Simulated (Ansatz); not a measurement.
# AlGa: the cost of one run

Program: Ansatz 0.2.0, Gaussian basis. Level of theory: def2-QZVPP, all electrons in the functionals, frozen cores in the correlation of double hybrids and RPA. These are calculated values, not measurements.

The runs, in order: B2PLYP, at charge 1, doublet; charge 0, singlet; charge 0, triplet; charge 1, quartet.

8 further runs of the same task are left out: 8 set aside as unsound or not needed.

### Step 1. The system

The geometry is a PBE0/def2-TZVP stationary point (not a proven minimum). No spin-orbit coupling is included. The filled d shell of Ga may be among the frozen orbitals whatever the setting's name suggests; the logs give the count.

2 atoms, charge 1, spin multiplicity 2.

Atoms are counted from 1 here; the program's logs count them from 0.

No contacts short enough for the rule that draws bonds.

Coordinates:

```xyz
2

Al    0.00000    0.00000    0.00000
Ga    0.00000    0.00000    3.24030
```

No dispersion term is added.

The geometry shown and the zero of energy belong to the point charge 1, doublet. The yardstick, RCCSD(T), and other wave-function levels (R restricted, U unrestricted, valence and pair active spaces) come from earlier runs.

### Step 2. B2PLYP, charge 1, doublet

in.yaml reads:

```yaml
crystal:
  periodic: [false, false, false]
  atoms:
    - {symbol: Al, position_ang: [0.000000, 0.000000, 0.000000]}
    - {symbol: Ga, position_ang: [0.000000, 0.000000, 3.240300]}
basis:
  gaussian: {orbitals: "def2-QZVPP.json"}
total_charge: 1
magnetization: {spin_polarized: true, initial_magnetization: 1}
hamiltonian: {xc: {name: B2PLYP}}
correlation: {electrons: outside_noble_gas}
```

Started as:

```bash
$ ansatz run in.yaml --threads 1 --pin off --events-out ev --progress --plain --max-ram 2393MiB
```

**Question.** How long does this run take on 1 thread of Arm Neoverse V1, shared host, and how much memory does it need?

About 15 s, with a peak of 0.37 GiB.
